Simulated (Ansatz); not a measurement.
# C2H5GaO: small, medium and large basis sets

An exercise on one series of results from a longer session: the logs are not shown, and one member is left open.

Computed with Ansatz 0.2.0, Gaussian basis. Level: one geometry, several basis sets.

The runs, in order: PBE0-D4/def2-SVP; ωB97M-V/def2-SVP; PBE0-D4/def2-QZVPP; ωB97M-V/def2-QZVPP; the functionals' def2-TZVPP values are taken from earlier runs.

## Structure used throughout

The geometry comes from an earlier relaxation with PBE0-D4 in a triple-zeta def2 set; it is a stationary point, not always the lowest conformer.

SMILES `[CH3][GaH][CH]=O`, 9 atoms, charge 0, spin multiplicity 1.

Atoms are counted from 1 here; the program's logs count them from 0.

Bond lengths: C1–Ga2 1.963 Å, C1–H5 1.090 Å, C1–H6 1.092 Å, C1–H7 1.094 Å, Ga2–C3 2.021 Å, Ga2–H8 1.572 Å, C3–O4 1.211 Å, C3–H9 1.118 Å. Angles: Ga2–C1–H5 112.1°, Ga2–C1–H6 110.4°, Ga2–C1–H7 109.4°, H5–C1–H6 109.4°, H5–C1–H7 108.0°, H6–C1–H7 107.4°, C1–Ga2–C3 118.0°, C1–Ga2–H8 123.7°, C3–Ga2–H8 117.9°, Ga2–C3–O4 113.2°, Ga2–C3–H9 128.3°, O4–C3–H9 118.5°.

Geometry (Å):

| atom | x (Å) | y (Å) | z (Å) |
| --- | --- | --- | --- |
| C1 | -0.42843 | 0.81806 | -1.23561 |
| Ga2 | 0.01018 | -0.76437 | -0.15960 |
| C3 | 0.68186 | -0.47278 | 1.72379 |
| O4 | -0.19880 | -0.18930 | 2.50574 |
| H5 | -1.17890 | 0.60105 | -1.99629 |
| H6 | -0.78601 | 1.62642 | -0.59487 |
| H7 | 0.47341 | 1.17584 | -1.74195 |
| H8 | -0.30189 | -2.23836 | -0.60802 |
| H9 | 1.72855 | -0.55656 | 2.10681 |

The first run:

in.yaml

```yaml
crystal:
  periodic: [false, false, false]
  atoms:
    - {symbol: C, position_ang: [-0.428428, 0.818058, -1.235610]}
    - {symbol: Ga, position_ang: [0.010183, -0.764370, -0.159600]}
    - {symbol: C, position_ang: [0.681862, -0.472777, 1.723793]}
    - {symbol: O, position_ang: [-0.198796, -0.189301, 2.505744]}
    - {symbol: H, position_ang: [-1.178900, 0.601053, -1.996292]}
    - {symbol: H, position_ang: [-0.786010, 1.626421, -0.594871]}
    - {symbol: H, position_ang: [0.473415, 1.175841, -1.741946]}
    - {symbol: H, position_ang: [-0.301888, -2.238363, -0.608021]}
    - {symbol: H, position_ang: [1.728553, -0.556562, 2.106814]}
basis:
  gaussian: {orbitals: def2-SVP}
hamiltonian: {xc: pbe0, dispersion: d4}
output: {orbitals: {seedname: orbitals}}
```

On the command line:

```bash
$ ansatz run in.yaml --threads 2 --pin off --events-out ev --progress --plain --max-ram 4352MiB
```

Steps of the session up to this table: PBE0-D4 in def2-SVP; ωB97M-V in def2-SVP; PBE0-D4 in def2-QZVPP; ωB97M-V in def2-QZVPP.

One table of the session follows, with a row left open; its other results are not shown here.

It belongs to the step «Density functionals: the series». 

| functional | basis | HOMO (eV) | LUMO (eV) |
| --- | --- | --- | --- |
| PBE0-D4 | def2-SVP | -6.29 | -1.41 |
| PBE0-D4 | def2-TZVPP | -6.40 | -1.49 |
| PBE0-D4 | def2-QZVPP | -6.43 | -1.54 |
| ωB97M-V | def2-SVP | -8.52 | 0.33 |
| ωB97M-V | def2-TZVPP | -8.65 | 0.23 |
| ωB97M-V | def2-QZVPP | ? | ? |

Q: Estimate the row for ωB97M-V, def2-QZVPP from the others.

The run gave: HOMO (eV): -8.68; LUMO (eV): 0.04. In the column «HOMO (eV)» it is the lowest.
